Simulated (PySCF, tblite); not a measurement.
# C5H5F2NO2: geometry, infrared bands and NMR shifts

Aim: predict the infrared bands and NMR shifts of C5H5F2NO2 (`N#CC[C@@H]1O[C@H]1OC(F)F`).

Computed with tblite 0.8.0 and PySCF 2.14.0, with density-fitted response routines of our own, on a single molecule in the gas phase. Atoms are numbered from 0 throughout.

**1. The molecule as given**

15 atoms, charge 0, multiplicity 1; geometry from: force field or distance geometry start.

Bonds of the start (Å): N0–C1 1.17, C1–C2 1.45, C2–C3 1.50, C3–O4 1.39, O4–C5 1.38, C5–O6 1.40, O6–C7 1.40, C7–F8 1.38, C7–F9 1.37, C5–C3 1.51, C2–H10 1.14, C2–H11 1.10, C3–H12 1.10, C5–H13 1.10, C7–H14 1.12.

**2. Relaxing the molecule with GFN2-xTB**

The job: settings as JSON, then the geometry in Å.

```
{"job": {"kind": "relax", "xc": "GFN2-xTB", "basis": "xTB"}, "charge": 0, "multiplicity": 1}
N     -1.549200    -2.344300    -0.952400
C     -1.761600    -1.193800    -0.912000
C     -2.020400     0.232500    -0.827500
C     -0.770100     0.975200    -0.459300
O      0.266300     0.776300    -1.357200
C      0.473700     0.190500    -0.120600
O      1.508100     0.822600     0.581000
C      2.185100    -0.186900     1.284200
F      2.062700     0.078000     2.637500
F      3.526700    -0.206300     1.011400
H     -2.268200     0.554100    -1.887700
H     -2.915400     0.490200    -0.236600
H     -0.882400     1.901400     0.115100
H      0.420600    -0.897400     0.011500
H      1.719800    -1.184000     1.090800
```

On the command line:

```sh
$ OMP_NUM_THREADS=1 python probes_run.py task.json out
```

The driver reads the jobs from task.json and runs them one after another.

**Question.** This job is followed by: GFN2-xTB harmonic vibrations, gas phase; GIAO PBE0/pcSseg-1 NMR shielding, non-relativistic, gas phase. What will the session give for the following? strongest single infrared mode (GFN2-xTB); zero-point energy (GFN2-xTB); 13C shifts against TMS (PBE0/pcSseg-1); 1H shifts against TMS (PBE0/pcSseg-1); 15N shifts against NH3 (PBE0/pcSseg-1); 17O shifts against H2O (PBE0/pcSseg-1); 19F shifts against CFCl3 (PBE0/pcSseg-1).

**Answer**, as computed:

```
                                 quantity                               value
strongest single infrared mode (GFN2-xTB)               1140 cm⁻¹, 213 km/mol
             zero-point energy (GFN2-xTB)                       62.0 kcal/mol
   13C shifts against TMS (PBE0/pcSseg-1)  120.1, 119.0, 77.7, 49.7, 19.0 ppm
    1H shifts against TMS (PBE0/pcSseg-1)    6.69, 5.16, 3.00, 2.89, 2.66 ppm
   15N shifts against NH3 (PBE0/pcSseg-1)                           307.2 ppm
   17O shifts against H2O (PBE0/pcSseg-1)                     124.3, 47.8 ppm
 19F shifts against CFCl3 (PBE0/pcSseg-1)                   -95.9, -114.7 ppm
```

**Reading.** The optimisation took 170 steps and gained 0.807 eV; among the close pairs (by a distance rule), C7–F8 changed most, from 1.384 to 1.334 Å. No mode is imaginary among the 39: a minimum at this level. The strongest single mode, at 1140 cm⁻¹, is spread over several atoms, H10, O6, C5, H11 among them. GFN2-xTB is a fitted tight-binding method: band positions and strengths are rough. Its intensities can rank the bands wrongly. H14 (hydrogen on an sp3 CH bonded to 2 F and O) lies farthest downfield among hydrogen, at 6.69 ppm; its carbon carries F and O, hence the downfield position. At PBE0/pcSseg-1: The widest tensor belongs to N0: span 530 ppm, with a paramagnetic part of -379 ppm.
